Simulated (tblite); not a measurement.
# C7H10GaN: the cost of one run

Computed with tblite 0.8.0 and PySCF 2.14.0, with density-fitted response routines of our own, on a single molecule in the gas phase. Atoms are numbered from 0 throughout.

**1. The molecule as given**

19 atoms, charge 0, multiplicity 1; geometry from: force field or distance geometry start.

Bonds of the start (Å): C0–C1 1.21, C1–Ga2 1.96, Ga2–C3 1.98, C3–C4 1.50, C4–C5 1.32, Ga2–N6 1.87, N6–C7 1.17, C7–C8 1.48, C0–H9 1.07, Ga2–H10 1.61, C3–H11 1.13, C3–H12 1.09, C4–H13 1.08, C5–H14 1.09, C5–H15 1.11, C8–H16 1.11, C8–H17 1.10, C8–H18 1.10.

**2. Optimising the geometry with GFN2-xTB**

What the job is given:

```
{"job": {"kind": "relax", "xc": "GFN2-xTB", "basis": "xTB"}, "charge": 0, "multiplicity": 1}
C     -0.827400     3.360700     0.218300
C     -0.526400     2.341100    -0.369300
Ga     0.012800     0.707300    -1.300500
C     -1.466300    -0.611000    -1.251100
C     -2.435600    -0.406300    -0.131300
C     -2.595000    -1.373900     0.757000
N      1.546000     0.095000    -0.426700
C      2.508900    -0.291700     0.107600
C      3.737500    -0.795100     0.752200
H     -1.103800     4.256600     0.732100
H      0.379300     1.005500    -2.841800
H     -0.992400    -1.619400    -1.059400
H     -2.011500    -0.730900    -2.192600
H     -3.015600     0.505100    -0.036600
H     -2.032600    -2.304700     0.710000
H     -3.292900    -1.280900     1.615100
H      3.891300    -1.850200     0.449900
H      3.602500    -0.792200     1.840000
H      4.611500    -0.205900     0.434800
```

Started as:

```sh
> OMP_NUM_THREADS=1 python probes_run.py task.json out
```

One launch serves the whole session: the jobs run in the order shown.

**Question.** How long does this first job take on 1 thread of Arm Neoverse V1, shared host, and how much memory does it need?

About 2.1 s, with a peak of 0.18 GiB.
